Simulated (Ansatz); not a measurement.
# C₃H₅Ga: geometry and vibrations

The task is to find a stationary geometry of C₃H₅Ga, check the end point by its vibrations and derive ideal-gas thermochemistry, and look at its orbitals and charge.

Computed with Ansatz 0.2.0, Gaussian basis. Level: RKS PBE0-D4/def2-TZVP.

Levels to be run: relaxation at PBE0-D4/def2-TZVP; harmonic vibrations at the same level; a single point in def2-TZVPP for the fields.

**1. The system as given**

SMILES `C=[C]1[CH2][GaH]1`, 9 atoms, charge 0, spin multiplicity 1.

Atoms are counted from 1 here; the program's logs count them from 0.

Bond lengths: C1–C2 1.325 Å, C1–H5 1.085 Å, C1–H6 1.079 Å, C2–C3 1.570 Å, C2–Ga4 1.962 Å, C3–Ga4 2.041 Å, C3–H7 1.097 Å, C3–H8 1.093 Å, Ga4–H9 1.615 Å. Angles: C2–C1–H5 121.7°, C2–C1–H6 122.4°, H5–C1–H6 115.8°, C1–C2–C3 124.1°, C1–C2–Ga4 144.6°, C3–C2–Ga4 69.6°, C2–C3–Ga4 64.3°, C2–C3–H7 110.0°, C2–C3–H8 116.3°, Ga4–C3–H7 104.6°, Ga4–C3–H8 142.8°, H7–C3–H8 109.0°, C2–Ga4–C3 46.1°, C2–Ga4–H9 152.6°, C3–Ga4–H9 155.0°.

Coordinates:

```xyz
9

C    -0.2014    1.1307   -1.0920
C     0.1469    0.5094    0.0250
C     0.6195   -0.9863    0.0892
Ga   -0.5300   -0.3538    1.6520
H    -0.0400    0.6840   -2.0673
H    -0.6006    2.1335   -1.0948
H     1.6358   -1.0413    0.4976
H     0.5816   -1.5475   -0.8478
H    -1.6119   -0.5286    2.8382
```

The start is a GFN2-xTB geometry.

**2. Relaxation at PBE0-D4/def2-TZVP**

File in.yaml:

```yaml
crystal:
  periodic: [false, false, false]
  atoms:
    - {symbol: C, position_ang: [-0.201420, 1.130730, -1.092050]}
    - {symbol: C, position_ang: [0.146930, 0.509370, 0.025010]}
    - {symbol: C, position_ang: [0.619540, -0.986320, 0.089170]}
    - {symbol: Ga, position_ang: [-0.530020, -0.353850, 1.651980]}
    - {symbol: H, position_ang: [-0.039970, 0.683970, -2.067300]}
    - {symbol: H, position_ang: [-0.600590, 2.133470, -1.094790]}
    - {symbol: H, position_ang: [1.635800, -1.041280, 0.497650]}
    - {symbol: H, position_ang: [0.581570, -1.547540, -0.847830]}
    - {symbol: H, position_ang: [-1.611850, -0.528560, 2.838170]}
basis:
  gaussian: {orbitals: def2-TZVP}
hamiltonian: {xc: pbe0, dispersion: d4}
relax: {f_tol: 0.005, max_steps: 150}
```

Command:

```bash
$ ansatz run in.yaml --threads 2 --pin off --events-out ev --progress --plain --max-ram 4352MiB
```

Further steps of the session: Harmonic vibrations; A single point for the fields.

Q: Predict the results of all the runs planned. Wanted: point group; shift from the start; total energy; dispersion term; dipole moment; lowest, highest wavenumber; zero-point energy; HOMO, LUMO.

As calculated:

| quantity | value |
| --- | --- |
| point group | C1 |
| steps | 14 |
| shift from the start (rms) | 0.162 Å |
| total energy | -55557.9662 eV |
| dispersion term | -152 meV |
| dipole moment | 1.23 D |
| lowest, highest wavenumber | 152, 3204 cm⁻¹ |
| zero-point energy | 39.5 kcal/mol |
| entropy at 298.15 K | 309.3 J/(mol K) |
| HOMO, LUMO | -6.02, -1.66 eV |

**Reading.** The relaxed geometry lies 0.16 Å (rms) from the start; the bond that changed most is Ga4–H9, from 1.615 to 1.538 Å. All wavenumbers are real, so the end point is a minimum. The stiffest mode, 3204 cm⁻¹, is a C–H stretch. Harmonic hybrid wavenumbers usually lie a few per cent above measured fundamentals. The largest Mulliken charge, -0.38 e, sits on C3. The HOMO lies mostly on C2, C3 about 24 % each; Ga4 24 % and the LUMO on Ga4 53 %; H9 18 %.
